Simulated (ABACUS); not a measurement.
## Ta3AsAu2O13: equation of state with B86bPBE

Crystal: Ta3AsAu2O13.

```
Ta As Au O
1.0
     5.24237    3.02668    4.14273
    -5.24237    3.02668    4.14273
     0.00000   -6.05337    4.14273
Ta As Au O
3 1 2 13
Direct
  0.23108 0.57229 0.23108
  0.23108 0.23108 0.57229
  0.57229 0.23108 0.23108
  0.55878 0.55878 0.55878
  0.96559 0.96559 0.96559
  0.75105 0.75105 0.75105
  0.40884 0.66762 0.40884
  0.40884 0.40884 0.66762
  0.66762 0.40884 0.40884
  0.49726 0.01313 0.36024
  0.36024 0.49726 0.01313
  0.01313 0.36024 0.49726
  0.36024 0.01313 0.49726
  0.01313 0.49726 0.36024
  0.49726 0.36024 0.01313
  0.10963 0.74806 0.10963
  0.10963 0.10963 0.74806
  0.74806 0.10963 0.10963
  0.30840 0.30840 0.30840
```

The cell was built by a generator and needn't be a form met in nature.

```json
{
 "Program": "ABACUS 3.10.1",
 "Task": "equation of state",
 "Functional": "B86bPBE",
 "Potentials or basis": "PseudoDojo NC SR 0.5 PBE standard",
 "Cutoff": "1143 eV",
 "Density cutoff": "4572 eV",
 "Basis": "plane waves",
 "k mesh": "3 × 3 × 3",
 "Occupations": "fermi-dirac, width 0.05 eV",
 "Spin": "no spin polarisation"
}
```

```
Equilibrium volume                        : 20.76 Å³/atom
Bulk modulus at fixed shape and positions : 102 GPa
Pressure derivative of the bulk modulus   : 4.4 (rough: it moves with the points fitted)
```

Energy against volume, from the lowest point:
```tsv
volume (Å³/atom)	energy (meV/atom)
19.512	24.39
20.343	0.34
21.173	0.00
22.003	18.75
```

All runs of the series together: 5.7 min on 8 threads of Intel(R) Xeon(R) 6975P-C (Granite Rapids) (shared host).

Caveat: the cell was scaled at fixed shape and fractional positions, which overstates the stiffness of a crystal with free parameters, most of all of layers and chains; the potentials were made for another functional, which shifts forces and pressure. Spin-orbit coupling is left out, which matters for the levels of Au, Ta.
